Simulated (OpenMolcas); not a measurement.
**Er²⁺ among point charges: CASSCF and CASPT2 levels and susceptibility**

Aim: the splitting of the states of Er²⁺ in the field of 6 point charges, its lowest levels with spin-orbit coupling and its magnetic susceptibility.

Method: state-averaged CASSCF and CASPT2, spin-orbit coupling by RASSI with atomic mean-field integrals. Code: OpenMolcas 26.06.

**1. The atom as given**

- Species: Er²⁺ (erbium, Z = 68, 66 electrons)
- Basis: ANO-RCC-VDZP [7s6p4d2f1g], 68 functions
- Scalar Hamiltonian: DKH2, point nucleus
- Inactive shells: 1s 2s 2p 3s 3p 3d 4s 4p 4d 5s 5p
- Active space: 12 electrons in 7 orbitals (4f)
- Some configurations of this space: 4f¹²
- Orbitals: optimised for the highest spin of each parity, averaged over all roots

The outer shells:

4f12
```
4f [↑↓][↑↓][↑↓][↑↓][↑↓][↑ ][↑ ]
```

The ion sits among 6 point charges of -1 e arranged as a trigonal antiprism (D3d), 2.52 Å from the ion, with a polar angle of 65.1° against the regular 54.74°.

The work runs as a chain of OpenMolcas steps in one folder; each step below is one input file. Labels, J, g values, rates, χT and fits are worked out afterwards by a script from the matrices that RASSI stores. The input lists half of the charges; inversion (Group=XYZ) makes the rest.

**2. GATEWAY and SEWARD: basis and integrals**

a.inp

```
&GATEWAY
Coord
1

Er 0.0 0.0 0.0
Basis=ANO-RCC-VDZP
Group=XYZ
NoMove
AngMom=0.0 0.0 0.0
AMFI
XField
3 Angstrom 0
0.000000 2.286406 1.059599 -1.000000
1.980085 -1.143203 1.059599 -1.000000
1.980085 1.143203 -1.059599 -1.000000
&SEWARD
```

The run is started by

```sh
OMP_NUM_THREADS=1 MOLCAS_MEM=2252 MOLCAS_PROJECT=a pymolcas a.inp > a.log
```

**3. Reference wave functions, triplets of even parity, 21 roots**

a.inp

```
&RASSCF
FileOrb=start.orb
Symmetry=1
Spin=3
nActEl=12 0 0
Inactive=15 12
Ras2=0 7
CIRoot=21 21 1
SDav=21
CIMx=300
Iter=120 100
PrWF=0.3
OrbListing=Nothing
MaxOrb=0
>>> COPY $Project.JobIph JOB001
```

start.orb holds the contracted functions of the basis, ordered by shell, or the orbitals of the step before.

**4. Reference wave functions, singlets of even parity, 28 roots**

a.inp

```
&RASSCF
FileOrb=start.orb
Symmetry=1
Spin=1
nActEl=12 0 0
Inactive=15 12
Ras2=0 7
CIRoot=28 28 1
SDav=28
CIMx=300
Iter=120 100
PrWF=0.3
OrbListing=Nothing
MaxOrb=0
CIOnly
>>> COPY $Project.JobIph JOB002
```

**5. State interaction with spin-orbit coupling**

a.inp

```
&RASSI
NrOfJobIphs=2 21 27
1 2 3 4 5 6 7 8 9 10 11 12 13 14 15 16 17 18 19 20 21
1 2 3 4 5 6 7 8 9 10 11 12 13 14 15 16 17 18 19 20 21 22 23 24 25 26 27
IphNames
JOB001
JOB002
EJob
SpinOrbit
DIPRint=1.0
SOCoupling=1000.0
Subsets=2
Property=9
'ANGMOM' 1 'ANGMOM' 2 'ANGMOM' 3 'MLTPL  1' 1 'MLTPL  1' 2 'MLTPL  1' 3
'AMFI' 1 'AMFI' 2 'AMFI' 3
SOProperty=3
'ANGMOM' 1 'ANGMOM' 2 'ANGMOM' 3
```

**6. CASPT2: IPEA 0.25, imaginary shift 0.1 (closed shells correlated: 5s 5p)**

a.inp

```
>>> COPY JOB001 $Project.JobIph
&CASPT2
Multistate=21 1 2 3 4 5 6 7 8 9 10 11 12 13 14 15 16 17 18 19 20 21
NoMult
Frozen=14 9
IPEA=0.25
Imaginary=0.1
MaxIter=60
WThr=0.0 0.3 0.05
PrWF=0.5
NoMix
>>> COPY JOB002 $Project.JobIph
&CASPT2
Multistate=27 1 2 3 4 5 6 7 8 9 10 11 12 13 14 15 16 17 18 19 20 21 22
23 24 25 26 27
NoMult
Frozen=14 9
IPEA=0.25
Imaginary=0.1
MaxIter=60
WThr=0.0 0.3 0.05
PrWF=0.5
NoMix
```

(Steps that only read results are left out.)

What does the calculation give? Wanted: spin-free ground state; first state of the same spin within the active space; lowest level; next level.

As calculated:

```
                                            quantity                                                                        value
                                              method  SS-CASPT2, IPEA 0.25, imaginary shift 0.1 (closed shells correlated: 5s 5p)
                              spin-free ground state                                               3E, 2-fold in its orbital part
first state of the same spin within the active space                                                               3E at 620 cm⁻¹
                                        lowest level                                                                    1-fold A1
                                          next level                                                                     0.1 cm⁻¹
                                         χT at 300 K                                                               6.79 cm³ K/mol
                           effective moment at 300 K                                                                      7.37 μB
```

Cost by method:

| method | time of its own steps | time with the reference |
| --- | --- | --- |
| A. CASSCF | 7.7 s | 7.7 s |
| B. SS-CASPT2, IPEA 0.25, imaginary shift 0.1, +5s 5p | 8.5 s | 16 s |

Times are of one thread on a shared host.

What this shows: The spin-free ground state (3E) comes to 100 % from free-ion H terms and keeps the highest spin of the shell. The singlets rest on orbitals optimised for another spin in at least one step, which raises them against the optimised states. Not all states of the active space went into the spin-orbit step. CASPT2 does not keep the components of a term degenerate, and the means are used. Point charges carry no covalency, so the field is a model and not that of real ligands.
